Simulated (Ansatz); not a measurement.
# CH6BNSi: the cost of one run

Computed with Ansatz 0.2.0 through its Python package. Level of theory: Hartree-Fock/def2-SVP.

## (1) The system

Bond lengths: B1–Si2 1.872 Å, Si2–N3 1.756 Å, N3–C4 1.374 Å, B1–H5 1.222 Å, B1–H6 1.232 Å, Si2–H7 1.480 Å, Si2–H8 1.438 Å, C4–H9 1.072 Å, C4–H10 1.080 Å. Angles: B1–Si2–N3 108.9°, B1–Si2–H7 109.9°, B1–Si2–H8 110.8°, N3–Si2–H7 108.8°, N3–Si2–H8 108.8°, H7–Si2–H8 109.6°, Si2–B1–H5 122.8°, Si2–B1–H6 122.4°, H5–B1–H6 114.8°, Si2–N3–C4 122.4°, N3–C4–H9 118.8°, N3–C4–H10 117.2°, H9–C4–H10 123.1°.

The script reads ch6bnsi.xyz:

```xyz
10

B    -1.77610    0.59000   -0.95530
Si   -0.35840   -0.45660   -0.32420
N     0.73590    0.56430    0.59530
C     1.90320    0.08820    1.14200
H    -2.01990    0.72620   -2.14490
H    -2.51940    1.21770   -0.19990
H     0.38020   -1.04420   -1.46390
H    -0.84070   -1.50690    0.53120
H     2.49500    0.74430    1.74930
H     2.08310   -0.97410    1.07330
```

## (2) The code

scan.py

```python
"""Potential curve of CH6BNSi along one bond."""

import ansatz
import numpy as np

ch6bnsi = ansatz.Crystal.molecule_from_extxyz("ch6bnsi.xyz")

symbols = [site.symbol for site in ch6bnsi.cartesian_sites]
start = np.array([site.position_ang for site in ch6bnsi.cartesian_sites])
axis = (start[7] - start[1]) / np.linalg.norm(start[7] - start[1])
moving = [7]
lengths, energies = [1.22, 1.32, 1.44, 1.58, 1.8, 2.16, 2.59, 3.16], []
for length in lengths:
    xyz = start.copy()
    xyz[moving] += (length - np.linalg.norm(start[7] - start[1])) * axis
    point = ansatz.Crystal.molecule()
    for symbol, place in zip(symbols, xyz):
        point = point.atom(symbol, place.tolist())
    calculation = point.calculation()
    calculation = calculation.basis(gaussian="def2-SVP")
    calculation = calculation.functional("hf").accuracy("medium")
    calculation = calculation.spin("collinear")
    rep = calculation.run().report
    energies.append(rep["free_energy_ev"])
    print(f"r = {length:6.3f} A  E = {energies[-1]:.5f} eV  <S^2> = {abs(rep['mean_field']['state']['spin_squared']):.3f}")

print("energy above the lowest point (eV):", [round(e - min(energies), 3) for e in energies])
```

## (3) What the engine is handed

The package turns the script's settings into the engine's input (first run):

```yaml
crystal:
  periodic: [false, false, false]
  atoms:
    - { symbol: B, position_ang: [-1.7761, 0.59, -0.9553] }
    - { symbol: Si, position_ang: [-0.3584, -0.4566, -0.3242] }
    - { symbol: "N", position_ang: [0.7359, 0.5643, 0.5953] }
    - { symbol: C, position_ang: [1.9032, 0.0882, 1.142] }
    - { symbol: H, position_ang: [-2.0199, 0.7262, -2.1449] }
    - { symbol: H, position_ang: [-2.5194, 1.2177, -0.1999] }
    - { symbol: H, position_ang: [0.3802, -1.0442, -1.4639] }
    - { symbol: H, position_ang: [-0.7676223247385878, -1.3477594602383138, 0.40159053821560864] }
    - { symbol: H, position_ang: [2.495, 0.7443, 1.7493] }
    - { symbol: H, position_ang: [2.0831, -0.9741, 1.0733] }
accuracy: medium
basis:
  gaussian:
    orbitals: def2-SVP
hamiltonian:
  xc: hf
magnetization:
  spin_polarized: true
```

## (4) Running it

Launch:

```bash
$ python scan.py
```

What time and memory should one allow on 1 thread of Arm Neoverse V2, shared host?

About 29 s, with a peak of 0.31 GiB.
